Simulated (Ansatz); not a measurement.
# BN: the cell at several levels of theory

One table from this session's results is given with a row withheld; the runs are named, their logs left out.

Program: Ansatz 0.2.0. PAW datasets, plane waves, zero pressure. Note: simulated data, non-magnetic, for a generated structure that need not be the stable one.

### The cell

This is the cell as the run starts from it, not yet at rest; its lengths are not the crystal's.

It is hexagonal, P6_3/mmc (No. 194); conventional cell a = 2.203 Å, c = 3.590 Å, 3.77 Å³ an atom. B has 6 N at 1.56 Å; N has 6 B at 1.56 Å.

As a file:

```
B N
1.0
     2.20270    0.00000    0.00000
    -1.10135    1.90760    0.00000
     0.00000    0.00000    3.59040
B N
2 2
Direct
  0.00000 0.00000 0.00000
  0.00000 0.00000 0.50000
  0.33333 0.66667 0.25000
  0.66667 0.33333 0.75000
```

Set-up of the first run:

The input, input.yaml:

```yaml
crystal:
  lattice:
    - [2.202702, 0.0, 0.0]
    - [-1.101351, 1.907595889, 0.0]
    - [0.0, 0.0, 3.59040426]
  atoms:
    - { symbol: B, position: [0.0, 0.0, 0.0] }
    - { symbol: B, position: [0.0, 0.0, 0.5] }
    - { symbol: "N", position: [0.3333333333, 0.6666666667, 0.25] }
    - { symbol: "N", position: [0.6666666667, 0.3333333333, 0.75] }
kpoints:
  mp_grid: { grid: [12, 12, 6] }
hamiltonian:
  xc: pbe
scf:
  occupations: { method: fermi_dirac, width: 0.02 }
relax:
  f_tol: 0.005
  cell: {}
```

On the command line:

```bash
$ ansatz run input.yaml --threads 2 --pin off --max-ram 2211MiB --backend cpu --events-out ev --progress --plain --runs-dir out
```

Steps of the session up to this table: PBE: cell and atoms; Relaxing with r2SCAN; Relaxation with PBEsol; Relaxation with LDA; HSE06: cell and atoms.

One table of the session follows, with a row left open; its other results are not shown here.

| level | a (Å) | c (Å) | volume (Å³/atom) |
| --- | --- | --- | --- |
| PBE | 2.500 | 4.022 | 5.443 |
| r2SCAN | 2.491 | 4.001 | 5.377 |
| PBEsol | 2.483 | 4.004 | 5.346 |
| LDA | ? | ? | ? |
| HSE06 | 2.471 | 3.986 | 5.271 |

Q: Estimate the row for LDA from the others.

**Answer.** a (Å): 2.466; c (Å): 3.979; volume (Å³/atom): 5.237. In the column «a (Å)» it is the lowest.

What this shows: The first relaxation changed the volume by +44.3 % from the start. LDA gives the smallest cell and PBE the largest; they differ by 3.9 % in volume, a mean of 1.3 % in length. The meshes differ: PBE 12×12×6, r2SCAN 12×12×6, PBEsol 12×12×6, LDA 12×12×6, HSE06 9×9×4.
